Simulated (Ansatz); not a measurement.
# AlCl₃ + HBr: a complex and its separated parts

Aim: how far the complex at one end of a reaction step lies below its separated, relaxed parts, level by level.

The runs use Ansatz 0.2.0, Gaussian basis; PBE0-D4/def2-TZVP structures, single points in def2-TZVPP, no counterpoise correction.

Levels: SPW92, PBE-D4, BLYP-D4, r2SCAN-D4, B97M-V, PBE0-D4, B3LYP-D4, r2SCAN0-D4, BHLYP-D4, CAM-B3LYP-D4, wB97X-V, wB97M-V, B2PLYP, PBE-QIDH, RPA on PBE, Hartree-Fock, MP2, CCSD, CCSD(T).

Correlated methods freeze the cores. Filled d shells of the heavier atoms are correlated. B3LYP uses VWN-RPA correlation. B2PLYP carries no dispersion term here.

94 further runs of the same task are left out: 94 set aside as unsound or not needed.

## Step 1: Starting geometry

The complex: 6 atoms, charge 0, spin multiplicity 1.

Atoms are counted from 1 here; the program's logs count them from 0.

Bond lengths: Al1–Cl2 2.099 Å, Al1–Cl3 2.087 Å, Al1–Cl4 2.087 Å, Al1–Br6 2.701 Å, H5–Br6 1.427 Å. Angles: Cl2–Al1–Cl3 118.2°, Cl2–Al1–Cl4 118.2°, Cl2–Al1–Br6 95.3°, Cl3–Al1–Cl4 118.1°, Cl3–Al1–Br6 99.2°, Cl4–Al1–Br6 99.2°, Al1–Br6–H5 90.3°.

Geometry (Å):

```csv
atom,x (Å),y (Å),z (Å)
Al1,-0.1473,0.5868,-0.5194
Cl2,1.8447,0.0800,-0.9466
Cl3,-1.6352,-0.0808,-1.8222
Cl4,-0.5085,2.3258,0.5769
H5,0.8953,-1.6759,1.2606
Br6,-0.4490,-1.2359,1.4507
```

Its parts: AlCl₃ holds atoms 1, 2, 3, 4; HBr holds atoms 5, 6. Each part counts its atoms afresh in its own runs.

## Step 2: Relaxing AlCl₃ alone

Input file relax-a/in.yaml:

```yaml
crystal:
  periodic: [false, false, false]
  atoms:
    - {symbol: Al, position_ang: [-0.147348, 0.586765, -0.519426]}
    - {symbol: Cl, position_ang: [1.844685, 0.080011, -0.946605]}
    - {symbol: Cl, position_ang: [-1.635180, -0.080827, -1.822250]}
    - {symbol: Cl, position_ang: [-0.508472, 2.325812, 0.576921]}
basis:
  gaussian: {orbitals: def2-TZVP}
hamiltonian: {xc: pbe0, dispersion: d4}
relax: {f_tol: 0.005, max_steps: 200}
```

Started as:

```bash
$ ansatz run in.yaml --threads 8 --pin off --events-out ev --progress --plain --max-ram 19148MiB
```

After this run come: Relaxing HBr alone; SPW92/def2-TZVPP; PBE-D4/def2-TZVPP; BLYP-D4/def2-TZVPP; r2SCAN-D4/def2-TZVPP; B97M-V/def2-TZVPP; PBE0-D4/def2-TZVPP; B3LYP-D4/def2-TZVPP; r2SCAN0-D4/def2-TZVPP; BHLYP-D4/def2-TZVPP; CAM-B3LYP-D4/def2-TZVPP; wB97X-V/def2-TZVPP; wB97M-V/def2-TZVPP; B2PLYP/def2-TZVPP; PBE-QIDH/def2-TZVPP; RPA on PBE/def2-TZVPP; CCSD(T)/def2-TZVPP; Vibrations of AlCl₃; Vibrations of HBr.

Before running it: what results should come out? Wanted: complex less parts, CCSD(T)/def2-TZVPP; with zero-point energy; largest T1 diagnostic.

The runs gave:

| quantity | value |
| --- | --- |
| complex less parts, CCSD(T)/def2-TZVPP | -8.0 kcal/mol |
| with zero-point energy | -7.2 kcal/mol |
| largest T1 diagnostic | 0.008 |

**Reading.** At CCSD(T) the complex lies 8.0 kcal/mol below its parts. Among the functionals CAM-B3LYP-D4 lands nearest to CCSD(T) (0.0 kcal/mol) and SPW92 farthest (-5.2 kcal/mol). B97M-V is as near within the digits shown. Mean unsigned error by rung: LDA 5.2, GGA 1.0, meta-GGA 0.6, hybrid 1.0, range-separated hybrid 0.8, double hybrid 1.4 kcal/mol. PBE-D4 gives a relative energy 1.6 kcal/mol too low, outside chemical accuracy (1 kcal/mol). The complex's frequency run has imaginary modes: the structure is no minimum, so both the energy and the zero-point correction are in doubt. No counterpoise was applied, and triple zeta lacks some correlation, so the CCSD(T) reference has a basis error of its own, and close matches with it are partly luck.
